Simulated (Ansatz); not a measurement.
# BClH₄SSi: basis-set convergence

Aim: see how fast density functionals converge with the basis set for BClH₄SSi.

The runs use Ansatz 0.2.0, Gaussian basis; one geometry, several basis sets.

Levels to be run: PBE0-D4/def2-SVP; ωB97M-V/def2-SVP; PBE0-D4/def2-QZVPP; ωB97M-V/def2-QZVPP; the functionals' def2-TZVPP values are taken from earlier runs.

**1. The geometry**

All runs share one geometry, relaxed beforehand with PBE0-D4 in a triple-zeta def2 set.

SMILES `S[SiH2]BCl`, 8 atoms, charge 0, spin multiplicity 1.

Atoms are counted from 1 here; the program's logs count them from 0.

Bond lengths: S1–Si2 2.153 Å, S1–H5 1.344 Å, Si2–B3 2.008 Å, Si2–H6 1.485 Å, Si2–H7 1.487 Å, B3–Cl4 1.743 Å, B3–H8 1.193 Å. Angles: Si2–S1–H5 94.3°, S1–Si2–B3 102.6°, S1–Si2–H6 104.2°, S1–Si2–H7 111.7°, B3–Si2–H6 113.9°, B3–Si2–H7 114.0°, H6–Si2–H7 109.7°, Si2–B3–Cl4 119.0°, Si2–B3–H8 124.2°, Cl4–B3–H8 116.5°.

**2. PBE0-D4 in def2-SVP**

File in.yaml:

```yaml
crystal:
  periodic: [false, false, false]
  atoms:
    - {symbol: S, position_ang: [-1.460757, 1.470682, 0.002130]}
    - {symbol: Si, position_ang: [0.494356, 0.643669, 0.358373]}
    - {symbol: B, position_ang: [0.187747, -1.326284, 0.121536]}
    - {symbol: Cl, position_ang: [0.243380, -2.004320, -1.483032]}
    - {symbol: H, position_ang: [-1.556511, 0.970120, -1.241846]}
    - {symbol: H, position_ang: [0.809579, 1.041122, 1.753907]}
    - {symbol: H, position_ang: [1.509095, 1.213969, -0.567233]}
    - {symbol: H, position_ang: [-0.134690, -2.065958, 1.000263]}
basis:
  gaussian: {orbitals: def2-SVP}
hamiltonian: {xc: pbe0, dispersion: d4}
output: {orbitals: {seedname: orbitals}}
```

Run with:

```console
> ansatz run in.yaml --threads 2 --pin off --events-out ev --progress --plain --max-ram 4352MiB
```

After this run come: ωB97M-V in def2-SVP; PBE0-D4 in def2-QZVPP; ωB97M-V in def2-QZVPP.

Before running them: what should the planned runs give, taken together? Wanted: PBE0-D4: double and triple zeta above quadruple; ωB97M-V: double and triple zeta above quadruple.

**Answer**, as computed:

```
                                       quantity           value
PBE0-D4: double and triple zeta above quadruple  12.62, 1.00 eV
ωB97M-V: double and triple zeta above quadruple  12.57, 0.95 eV
```

In words: PBE0-D4 gains 11.61 eV from double to triple zeta, then 1.00 eV more. These are total energies; as a rule much of such shifts cancels in differences, which this series doesn't test.
